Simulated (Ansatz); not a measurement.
# CH5NOS2W: basis-set convergence

Aim: see how fast density functionals converge with the basis set for CH5NOS2W.

Program: Ansatz 0.2.0, Gaussian basis. Level of theory: one geometry, several basis sets. These are calculated values, not measurements.

The runs, in order: PBE0-D4/def2-SVP; ωB97M-V/def2-SVP; PBE0-D4/def2-QZVPP; ωB97M-V/def2-QZVPP; the functionals' def2-TZVPP values are taken from earlier runs.

**1. Structure used throughout**

An earlier PBE0-D4 in a triple-zeta def2 set relaxation fixed the geometry. W takes the def2 core potential; no spin-orbit term is included.

SMILES `C[O][W]([NH2])(=[S])=[S]`, 11 atoms, charge 0, spin multiplicity 1.

Atoms are counted from 1 here; the program's logs count them from 0.

Bond lengths: C1–O2 1.405 Å, C1–H7 1.094 Å, C1–H8 1.092 Å, C1–H9 1.094 Å, O2–W3 1.853 Å, W3–N4 1.926 Å, W3–S5 2.131 Å, W3–S6 2.131 Å, N4–H10 1.009 Å, N4–H11 1.009 Å. Angles: O2–C1–H7 110.2°, O2–C1–H8 108.4°, O2–C1–H9 110.2°, H7–C1–H8 109.4°, H7–C1–H9 109.3°, H8–C1–H9 109.4°, C1–O2–W3 137.6°, O2–W3–N4 109.2°, O2–W3–S5 108.9°, O2–W3–S6 108.9°, N4–W3–S5 109.5°, N4–W3–S6 109.5°, S5–W3–S6 110.9°, W3–N4–H10 123.5°, W3–N4–H11 123.4°, H10–N4–H11 112.0°.

**2. PBE0-D4 in def2-SVP**

in.yaml reads:

```yaml
crystal:
  periodic: [false, false, false]
  atoms:
    - {symbol: C, position_ang: [-0.831239, -0.632185, 1.891071]}
    - {symbol: O, position_ang: [-0.353551, -0.610237, 0.569711]}
    - {symbol: W, position_ang: [0.377899, 0.627065, -0.600003]}
    - {symbol: N, position_ang: [0.741775, -0.232186, -2.284764]}
    - {symbol: S, position_ang: [2.197288, 1.367372, 0.226576]}
    - {symbol: S, position_ang: [-1.021493, 2.206768, -0.895597]}
    - {symbol: H, position_ang: [-1.664614, 0.067545, 2.002204]}
    - {symbol: H, position_ang: [-1.174016, -1.643699, 2.117801]}
    - {symbol: H, position_ang: [-0.032570, -0.355118, 2.585199]}
    - {symbol: H, position_ang: [1.647663, -0.596917, -2.538995]}
    - {symbol: H, position_ang: [0.112858, -0.198418, -3.073213]}
basis:
  gaussian: {orbitals: def2-SVP}
hamiltonian: {xc: pbe0, dispersion: d4}
output: {orbitals: {seedname: orbitals}}
```

Run with:

```
> ansatz run in.yaml --threads 8 --pin off --events-out ev --progress --plain --max-ram 18278MiB
```

After this run come: ωB97M-V in def2-SVP; PBE0-D4 in def2-QZVPP; ωB97M-V in def2-QZVPP.

**Question.** What will the summary of the whole plan be? Wanted: PBE0-D4: double and triple zeta above quadruple; ωB97M-V: double and triple zeta above quadruple.

The runs gave:

| quantity | value |
| --- | --- |
| PBE0-D4: double and triple zeta above quadruple | 14.48, 0.95 eV |
| ωB97M-V: double and triple zeta above quadruple | 14.59, 0.90 eV |

What this shows: For PBE0-D4 the step from double to triple zeta gains 13.53 eV and the next only 0.95 eV. These are total energies; as a rule much of such shifts cancels in differences, which this series doesn't test.
